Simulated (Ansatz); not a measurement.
**C₅H₄BrN: geometry and frequencies at several levels**

The task here is to estimate one member of a computed series from the others.

Computed with Ansatz 0.2.0 (the levels named in each step, unless a step's input says otherwise).

## The starting structure

Bond lengths: Br1–C2 1.901 Å, C2–C3 1.387 Å, C3–C4 1.385 Å, C4–C5 1.388 Å, C5–C6 1.386 Å, C2–N7 1.312 Å, C6–N7 1.322 Å, C3–H8 1.078 Å, C4–H9 1.080 Å, C5–H10 1.078 Å, C6–H11 1.081 Å. Angles (14 of 16 angles, heavy atoms first): Br1–C2–C3 119.7°, Br1–C2–N7 115.6°, C3–C2–N7 124.6°, C2–C3–C4 116.9°, C3–C4–C5 119.2°, C4–C5–C6 118.3°, C5–C6–N7 122.8°, C2–N7–C6 118.1°, C2–C3–H8 120.9°, C4–C3–H8 122.2°, C3–C4–H9 120.1°, C5–C4–H9 120.7°, C4–C5–H10 121.1°, C6–C5–H10 120.6°.

Structure file:

```xyz
11

Br    1.5739   -0.3085    0.0461
C    -0.2871    0.0777   -0.0052
C    -0.7183    1.3945    0.0612
C    -2.0855    1.6090    0.0143
C    -2.9398    0.5197   -0.0925
C    -2.3837   -0.7485   -0.1481
N    -1.0801   -0.9621   -0.1056
H    -0.0124    2.2054    0.1450
H    -2.4773    2.6144    0.0601
H    -4.0091    0.6530   -0.1321
H    -2.9949   -1.6364   -0.2306
```

Set-up of the first run:

Contents of input.yaml:

```yaml
crystal:
  periodic: [false, false, false]
  atoms:
    - { symbol: Br, position_ang: [1.57389, -0.3085, 0.04608] }
    - { symbol: C, position_ang: [-0.28706, 0.07775, -0.00524] }
    - { symbol: C, position_ang: [-0.71829, 1.39446, 0.06121] }
    - { symbol: C, position_ang: [-2.08549, 1.60898, 0.01432] }
    - { symbol: C, position_ang: [-2.93976, 0.51971, -0.09246] }
    - { symbol: C, position_ang: [-2.38371, -0.74854, -0.14808] }
    - { symbol: "N", position_ang: [-1.08014, -0.96208, -0.10556] }
    - { symbol: H, position_ang: [-0.01237, 2.20536, 0.14497] }
    - { symbol: H, position_ang: [-2.47735, 2.61441, 0.06014] }
    - { symbol: H, position_ang: [-4.0091, 0.65302, -0.13207] }
    - { symbol: H, position_ang: [-2.99494, -1.63645, -0.23059] }
basis:
  gaussian: { orbitals: def2-SVP }
hamiltonian:
  xc: pbe
  dispersion: d4
relax:
  f_tol: 0.03
  max_steps: 200
```

Command:

```console
$ ansatz run input.yaml --threads 4 --pin off --max-ram 10240MiB --backend cpu --events-out ev --progress --plain --runs-dir out
```

Steps of the session up to this table: A rough first relaxation, PBE-D4/def2-SVP; Relaxation, HF/STO-3G; Frequencies, HF/STO-3G; Relaxation, HF/def2-SVP; Frequencies, HF/def2-SVP; Relaxation, LDA/def2-SVP; Frequencies, LDA/def2-SVP; Relaxation, PBE-D4/def2-SVP; Frequencies, PBE-D4/def2-SVP.

One of the session's tables, all rows but one given; the rest of the session is left out.

It belongs to the step «Geometries side by side». 

| level | Br1–C2 (Å) | C2–C3 (Å) | C2–N7 (Å) | dipole (D) | highest frequency (cm⁻¹) |
| --- | --- | --- | --- | --- | --- |
| HF/STO-3G | ? | ? | ? | ? | ? |
| HF/def2-SVP | 1.8977 | 1.3914 | 1.3018 | 3.57 | 3397 |
| LDA/def2-SVP | 1.8937 | 1.3985 | 1.3102 | 3.03 | 3138 |
| PBE-D4/def2-SVP | 1.9190 | 1.4083 | 1.3220 | 3.06 | 3154 |

Q: Estimate the row for HF/STO-3G from the others.

The run gave: Br1–C2 (Å): 1.8841; C2–C3 (Å): 1.3966; C2–N7 (Å): 1.3493; dipole (D): 3.08; highest frequency (cm⁻¹): 3750. In the column «Br1–C2 (Å)» it is the lowest.
